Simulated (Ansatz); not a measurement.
# BaNb2: the cost of one run

Program: Ansatz 0.2.0. Level of theory: DFT PBE, scalar-relativistic, plane waves, PAW. These are calculated values, not measurements.

**1. The system as given**

It takes space group R-3m (No. 166, trigonal). The conventional cell has a = 3.800 Å, b = 3.800 Å, c = 17.217 Å, α = 90.00°, β = 90.00°, γ = 120.00°. Ba (site symmetry -3m) has 6 Nb at 2.62 Å as nearest neighbours. Nb (site symmetry 3m) has 3 Ba at 2.62 Å as nearest neighbours.

Coordinates:

```
CELL_PARAMETERS angstrom
1.90015 1.09705 5.73893
-1.90015 1.09705 5.73893
0.00000 -2.19410 5.73893
ATOMIC_POSITIONS crystal
Ba 0.00000 0.00000 0.00000
Nb 0.75000 0.75000 0.75000
Nb 0.25000 0.25000 0.25000
```

(A quick probe on a coarse mesh, which set the mesh and smearing, is not shown.)

**3. Rough relaxation on the coarse mesh**

Contents of input.yaml:

```yaml
crystal:
  lattice:
    - [1.9001481892, 1.0970510685, 5.7389336137]
    - [-1.9001481892, 1.0970510685, 5.7389336137]
    - [0.0, -2.194102137, 5.7389336137]
  atoms:
    - { symbol: Ba, position: [0.0, 0.0, 0.0] }
    - { symbol: Nb, position: [0.75, 0.75, 0.75] }
    - { symbol: Nb, position: [0.25, 0.25, 0.25] }
basis:
  ecutwfc: 420
kpoints:
  mp_grid: { grid: [6, 6, 6] }
hamiltonian:
  xc: pbe
scf:
  occupations: { method: gaussian, width: 0.1 }
  lower_state_search: "off"
output:
  forces: true
  stress: true
  eigenvalues: true
relax:
  adjacent_minimum: "off"
  f_tol: 0.04
  max_steps: 70
  cell: { stress_tol: 0.4 }
```

Run with:

```
> ansatz run input.yaml --threads 1 --pin off --max-ram 2560MiB --backend cpu --events-out ev --progress --plain --runs-dir out
```

**Question.** How long does this run take on 1 thread of Intel Xeon Platinum 8259CL at 2.50GHz (Skylake/Cascade Lake), shared host, and how much memory does it need?

About 2.1 min, with a peak of 0.45 GiB.
